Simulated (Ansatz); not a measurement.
What does this script print? It uses Ansatz 0.2.0, Python API.

`bh7sisn.py`:
```python
"""Dispersion corrections for BH7SiSn."""

import ansatz as az
from ase import Atoms

BASIS = "def2-SVP"

atoms = Atoms(["Si", "B", "Sn", "H", "H", "H", "H", "H", "H", "H"], positions=[
    (-1.0254, 1.0399, -0.9464),
    (-0.2375, -0.6272, -0.5948),
    (1.0849, -0.838, 1.1357),
    (-2.4612, 0.9399, -0.9212),
    (-0.6633, 1.5485, -2.3075),
    (-0.6554, 2.0774, 0.0569),
    (-0.4152, -1.546, -1.2955),
    (2.748, -1.297, 0.59),
    (1.224, 0.7103, 2.0311),
    (0.4841, -2.0591, 2.2547),
])
geometry = az.Crystal.molecule_from_ase(atoms)

job = geometry.calculation().basis(gaussian=BASIS)
for name in ["pbe0", "r2scan"]:
    for correction in ("d3bj", "d4"):
        rep = job.functional(name, dispersion=correction).run().report
        print(f"{name:8s} {correction:5s} total {rep['free_energy_ev']:.5f} eV, of which dispersion {1000 * rep['dispersion']['energy']['ev']:.2f} meV")
```

Output of `python bh7sisn.py`:
```text
pbe0     d3bj  total -14489.63734 eV, of which dispersion -185.18 meV
pbe0     d4    total -14489.62588 eV, of which dispersion -173.73 meV
DeckWarning: the engine holds no damping parameters fitted to this dispersion correction and functional, so the run takes those fitted to r2scan beside the three-body term, which d3bj leaves out (hamiltonian.dispersion, under Limitations)
r2scan   d3bj  total -14494.67698 eV, of which dispersion -57.79 meV
r2scan   d4    total -14494.66714 eV, of which dispersion -47.95 meV
```
(Warnings from the package without file and line.)

Total energies depend on the basis set; only differences at equal settings carry meaning. The geometry is a force-field or estimated start, not a minimum of this method, and the basis set is short of its limit. D4 holds the three-body term, and d3bj doesn't. def2 sets replace the cores of elements past krypton by effective core potentials. A dispersion term here runs with damping parameters fitted for another variant or functional. The whole script took 17 s on 1 thread of Arm Neoverse V1, on a shared host, peak memory 0.25 GiB.

(Lines on the test bed's own set-up are left out of the output.)
